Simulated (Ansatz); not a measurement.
# Ta3N: an axial (c/a) deformation path

One table from this session's results is given with a row withheld; the runs are named, their logs left out.

Computed with Ansatz 0.2.0 (DFT PBE, scalar-relativistic, plane waves, PAW, unless a step's input says otherwise).

## Starting point

It takes space group P-3m1 (No. 164, trigonal). Conventional cell: a = 3.022 Å, b = 3.022 Å, c = 7.558 Å, α = 90.00°, β = 90.00°, γ = 120.00°. Ta (site symmetry -3m) has 12 Ta at 3.02 Å in its first shell of neighbours. Around Ta (site symmetry 3m) lie 3 N at 2.18 Å. N (site symmetry -3m) is surrounded by 6 Ta at 2.18 Å.

Structure file:

```cif
data_structure
_symmetry_space_group_name_H-M 'P 1'
_symmetry_Int_Tables_number 1
_cell_length_a 3.0218
_cell_length_b 3.0218
_cell_length_c 7.5576
_cell_angle_alpha 90.000
_cell_angle_beta 90.000
_cell_angle_gamma 120.000
_cell_volume 59.76
loop_
_atom_site_label
_atom_site_type_symbol
_atom_site_fract_x
_atom_site_fract_y
_atom_site_fract_z
_atom_site_occupancy
Ta1 Ta 0.00000 0.00000 0.50000 1
Ta2 Ta 0.33333 0.66667 0.17360 1
Ta3 Ta 0.66667 0.33333 0.82640 1
N1 N 0.00000 0.00000 0.00000 1
```

It goes back to an entry of the Materials Project, which need not be the stable form.

It is the result of an earlier relaxation at this level (volume 14.94 Å³/atom; gap on the mesh: none (metal)).

The first run:

input.yaml

```yaml
crystal:
  lattice:
    - [3.0217748255, 0.0, 0.0]
    - [-1.5108874128, 2.6169337634, 0.0]
    - [0.0, 0.0, 7.5575881873]
  atoms:
    - { symbol: Ta, position: [0.0, 0.0, 0.5] }
    - { symbol: Ta, position: [0.3333333333, 0.6666666667, 0.1735950547] }
    - { symbol: Ta, position: [0.6666666667, 0.3333333333, 0.8264049453] }
    - { symbol: "N", position: [0.0, 0.0, 0.0] }
basis:
  ecutwfc: 420
kpoints:
  mp_grid: { grid: [24, 24, 8] }
hamiltonian:
  xc: pbe
scf:
  occupations: { method: gaussian, width: 0.15 }
output:
  forces: true
  stress: true
  eigenvalues: true
  write_density: true
  write_potential: true
  elf: true
  volumetric_format: npy
```

Run with:

```sh
ansatz run input.yaml --threads 1 --pin off --max-ram 2560MiB --backend cpu --events-out ev --progress --plain --runs-dir out
```

Steps of the session up to this table: Zero of the scan; Point ρ = 0.850; Point ρ = 1.200; ρ = 0.920; Point ρ = 1.100; ρ = 0.960; Point ρ = 1.050; Point ρ = 0.800; ρ = 1.300.

One table of the session follows, with a row left open; its other results are not shown here.

It belongs to the step «The scan collected». 

```
    ρ  ΔE (meV/atom)  pressure (GPa)
0.800          192.6             2.2
0.850          107.2             1.3
0.920              ?               ?
0.960            6.1             0.1
1.000            0.0             0.0
1.050           10.3             0.1
1.100           43.6             0.6
1.200          187.1             3.3
1.300          434.5             7.6
```

Q: Estimate the row for ρ = 0.920 from the others.

Worked estimate for «ΔE (meV/atom)». A straight line through the neighbours (0.850, 107.2) and (0.960, 6.1) gives 107.2 + (6.1 − 107.2) × (0.920 − 0.850) / (0.960 − 0.850) = 42.9; a parabola fitted to 4 rows on both sides gives 28.9.

**Answer.** ΔE (meV/atom): 27.4; pressure (GPa): 0.4. In «ΔE (meV/atom)» the line misses by +15.5 and the parabola by +1.5.
